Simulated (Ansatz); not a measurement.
**BH6SbSi: one species, many methods**

An exercise on one series of results from a longer session: the logs are not shown, and one member is left open.

Computed with Ansatz 0.2.0, Gaussian basis. Level: functionals in def2-TZVPP, the program's frozen cores in correlated methods.

Plan: LDA (SPW92), PBE-D4, revPBE-D4, BLYP-D4, r2SCAN-D4, B97M-V, PBE0-D4, B3LYP-D4, r2SCANh-D4, r2SCAN0-D4, HSE06-D4, BHLYP-D4, CAM-B3LYP-D4, LC-ωPBE, ωB97X-V, ωB97M-V, B2PLYP, PBE-QIDH; CCSD(T)/def2-SVP; CCSD(T)/def2-TZVPP; MP2/def2-QZVPP; extrapolation to the limit; RPA on PBE.

## The relaxed structure

All runs share one geometry, relaxed beforehand with PBE0-D4 in a triple-zeta def2 set. Sb takes the def2 core potential; no spin-orbit term is included.

9 atoms, charge 0, spin multiplicity 1.

Atoms are counted from 1 here; the program's logs count them from 0.

Bond lengths: B1–Sb2 2.199 Å, B1–H4 1.195 Å, B1–H5 1.193 Å, Sb2–Si3 2.564 Å, Sb2–H6 1.705 Å, Si3–H7 1.486 Å, Si3–H8 1.486 Å, Si3–H9 1.486 Å. Angles: Sb2–B1–H4 118.2°, Sb2–B1–H5 121.6°, H4–B1–H5 120.0°, B1–Sb2–Si3 89.7°, B1–Sb2–H6 96.6°, Si3–Sb2–H6 95.6°, Sb2–Si3–H7 108.9°, Sb2–Si3–H8 107.0°, Sb2–Si3–H9 113.7°, H7–Si3–H8 109.5°, H7–Si3–H9 108.7°, H8–Si3–H9 109.1°.

As a file:

```
B    -1.25584    1.02838   -0.92025
Sb    0.93810    0.89708   -0.84914
Si    0.75222   -1.19874    0.61609
H    -1.86189    0.11375   -1.39255
H    -1.83574    2.00751   -0.56361
H     1.15698    1.98609    0.44422
H     2.08205   -1.48809    1.21242
H     0.35577   -2.31823   -0.27633
H    -0.24317   -1.07395    1.71193
```

Set-up of the first run:

in.yaml reads:

```yaml
crystal:
  periodic: [false, false, false]
  atoms:
    - {symbol: B, position_ang: [-1.255835, 1.028378, -0.920247]}
    - {symbol: Sb, position_ang: [0.938105, 0.897076, -0.849138]}
    - {symbol: Si, position_ang: [0.752223, -1.198742, 0.616092]}
    - {symbol: H, position_ang: [-1.861892, 0.113749, -1.392548]}
    - {symbol: H, position_ang: [-1.835740, 2.007511, -0.563607]}
    - {symbol: H, position_ang: [1.156982, 1.986095, 0.444221]}
    - {symbol: H, position_ang: [2.082050, -1.488085, 1.212424]}
    - {symbol: H, position_ang: [0.355774, -2.318230, -0.276327]}
    - {symbol: H, position_ang: [-0.243168, -1.073952, 1.711929]}
basis:
  gaussian: {orbitals: def2-TZVPP}
hamiltonian: {xc: lda}
output: {orbitals: {seedname: orbitals}}
```

Launch:

```console
$ ansatz run in.yaml --threads 2 --pin off --events-out ev --progress --plain --max-ram 4352MiB
```

Among the steps run: LDA; PBE-D4 (GGA); revPBE-D4 (GGA); BLYP-D4 (GGA); r2SCAN-D4 (meta-GGA); B97M-V (meta-GGA); B3LYP-D4 (hybrid); r2SCANh-D4 (hybrid); r2SCAN0-D4 (hybrid); HSE06-D4 (hybrid); BHLYP-D4 (hybrid); CAM-B3LYP-D4 (range-separated); LC-ωPBE (range-separated); ωB97X-V (range-separated); ωB97M-V (range-separated); B2PLYP (double hybrid); PBE-QIDH (double hybrid).

One of the session's tables, all rows but one given; the rest of the session is left out.

It belongs to the step «Frontier levels by functional». 

```
  functional  HOMO (eV)  LUMO (eV)  gap (eV)
 LDA (SPW92)      -6.31      -3.37      2.95
      PBE-D4      -6.18      -3.11      3.06
   revPBE-D4      -6.13      -3.01      3.12
     BLYP-D4      -6.02      -2.93      3.09
   r2SCAN-D4      -6.40      -2.81      3.58
      B97M-V      -6.38      -2.91      3.47
     PBE0-D4      -7.11      -2.20      4.91
    B3LYP-D4      -6.93      -2.38      4.55
  r2SCANh-D4      -6.74      -2.50      4.25
  r2SCAN0-D4      -7.26      -2.03      5.23
    HSE06-D4      -6.73      -2.58      4.15
    BHLYP-D4      -7.91      -1.18      6.72
CAM-B3LYP-D4      -8.28      -1.12      7.16
     LC-ωPBE      -9.49      -0.02      9.47
     ωB97X-V      -9.20      -0.10      9.10
     ωB97M-V          ?          ?         ?
```

**Question.** Estimate the row for ωB97M-V.

The run gave: HOMO (eV): -9.11; LUMO (eV): -0.33; gap (eV): 8.77. In the column «HOMO (eV)» it lies between ωB97X-V (-9.20) and CAM-B3LYP-D4 (-8.28).
